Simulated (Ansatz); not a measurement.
# GeH4O: the cost of one run

Program: Ansatz 0.2.0, Gaussian basis. Level of theory: cc-pVTZ, core rule «outside noble gas», up to 15 orbitals frozen. These are calculated values, not measurements.

The runs, in order: UHF; CCSD(T) on RHF; CCSD(T) on UHF; BCCD(T) on RHF; CCSDT(Q) on RHF.

## (1) The system

The geometry derives from a PBE0/def2-TZVP stationary point (not a proven minimum). One bond is set to the value named and the two fragments are kept rigid. No spin-orbit coupling is included. The filled d shell of Ge may be among the frozen orbitals whatever the setting's name suggests.

6 atoms, charge 0, spin multiplicity 1.

Atoms are counted from 1 here; the program's logs count them from 0.

Bond lengths: Ge1–H3 1.541 Å, Ge1–H4 1.531 Å, Ge1–H5 1.541 Å, O2–H6 0.959 Å. Angles: H3–Ge1–H4 111.4°, H3–Ge1–H5 109.7°, H4–Ge1–H5 111.4°.

## (2) UHF

in.yaml reads:

```yaml
crystal:
  periodic: [false, false, false]
  atoms:
    - {symbol: Ge, position_ang: [0.000000, -0.019238, 0.430612]}
    - {symbol: O, position_ang: [0.000000, 0.138966, -1.975192]}
    - {symbol: H, position_ang: [1.259685, -0.767705, 0.908035]}
    - {symbol: H, position_ang: [0.000000, 1.436121, 0.905486]}
    - {symbol: H, position_ang: [-1.259685, -0.767705, 0.908035]}
    - {symbol: H, position_ang: [0.000000, -0.720149, -2.401899]}
basis:
  gaussian: {orbitals: cc-pVTZ}
magnetization: {spin_polarized: true, initial_magnetization: 0}
hamiltonian: {xc: hf}
output: {orbitals: {seedname: orbitals}}
```

Command:

```
$ ansatz run in.yaml --threads 1 --pin off --events-out ev --progress --plain --max-ram 2816MiB --backend cpu
```

Q: Estimate wall time and peak memory on 1 thread of AMD EPYC 7R13, shared host.

About 8.5 s, with a peak of 0.41 GiB.
